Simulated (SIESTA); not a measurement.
Crystal: Zn2CuWO6.

```
W Zn Cu O
1.0
     4.99058    0.00000    0.00000
     0.01654    5.37709    0.00000
     2.38855    2.28054    4.30503
W Zn Cu O
1 2 1 6
Cartesian
  2.4028 2.3562 4.2543
  2.6219 4.7442 2.2785
  4.8382 2.1960 2.3111
  4.9435 5.0211 4.2334
  1.7028 2.7607 2.4784
  3.9052 3.5661 3.4637
  3.5494 4.3618 0.4620
  0.9171 5.4550 1.6148
  4.0870 1.7026 0.5712
  3.4770 6.2180 3.4915
```

The cell comes from a database or a generator and needn't be the stable form of this composition.

```yaml
Program: SIESTA 5.4.2
Task: single point
Functional: PBEsol
Potentials_or_basis: PseudoDojo 0.4 standard (PBEsol files)
Basis: DZP (energy shift 0.003 Ry; two zetas on semicore shells)
Grid_cutoff: 800 Ry
Energy_shift: 0.003 Ry
k_mesh: 6 × 6 × 6
Occupations: fermi-dirac, width 0.05 eV
Spin: no spin polarisation
```

On this cell: pressure -6.2 GPa; largest force 0.629 eV/Å; band gap on the k mesh none (metal or under the smearing width).

The same run follows on a disturbed copy (atoms moved at random, drawn with an rms of 0.05 Å):

```
CELL_PARAMETERS angstrom
4.99058 0.00000 0.00000
0.01654 5.37709 0.00000
2.38855 2.28054 4.30503
ATOMIC_POSITIONS crystal
W 0.99663 0.00781 0.99941
Zn 0.25760 0.65962 0.52643
Zn 0.72735 0.18874 0.53156
Cu 0.51931 0.51584 0.98265
O 0.06296 0.26634 0.58199
O 0.40449 0.32018 0.79478
O 0.65230 0.76797 0.11144
O 0.00813 0.85477 0.37120
O 0.75646 0.27214 0.12447
O 0.30898 0.81382 0.81728
```

Problem. What changes?

Solution. The energy (extrapolated to zero smearing) moves by +15.4 meV/atom; pressure -5.1 GPa; largest force 1.412 eV/Å; band gap on the k mesh none (metal or under the smearing width).

Forces on the atoms (eV/Å):
```
W    0.605  0.668 -1.087
Zn   1.005 -0.443  0.853
Zn  -0.982 -0.007 -0.162
Cu  -0.438 -0.132 -0.252
O    0.482  0.041  0.019
O   -0.288  0.636  0.151
O   -0.308 -0.462  0.106
O   -0.528  0.472  0.173
O    0.748 -0.596  0.357
O   -0.296 -0.176 -0.157
```

Stress tensor (GPa, compression positive):
```
-3.34  1.36  0.72
 1.36 -6.94  0.01
 0.72  0.01 -4.90
```

Caveats: short orbitals over semicore shells can move pressures by several GPa; the valence orbitals were made in a potential fitted to the semicore shell under them, which widens gaps by tenths of an eV or more; the basis of atomic orbitals isn't converged, which shifts pressures, moduli and gaps; an odd number of electrons without spin polarisation forces a metal; a magnetic or distorted state may lie lower; the run has no spin polarisation, though such a crystal can be magnetic; semilocal functionals often make such compounds metallic where correlation or magnetic order opens a gap, which also shifts bond lengths.
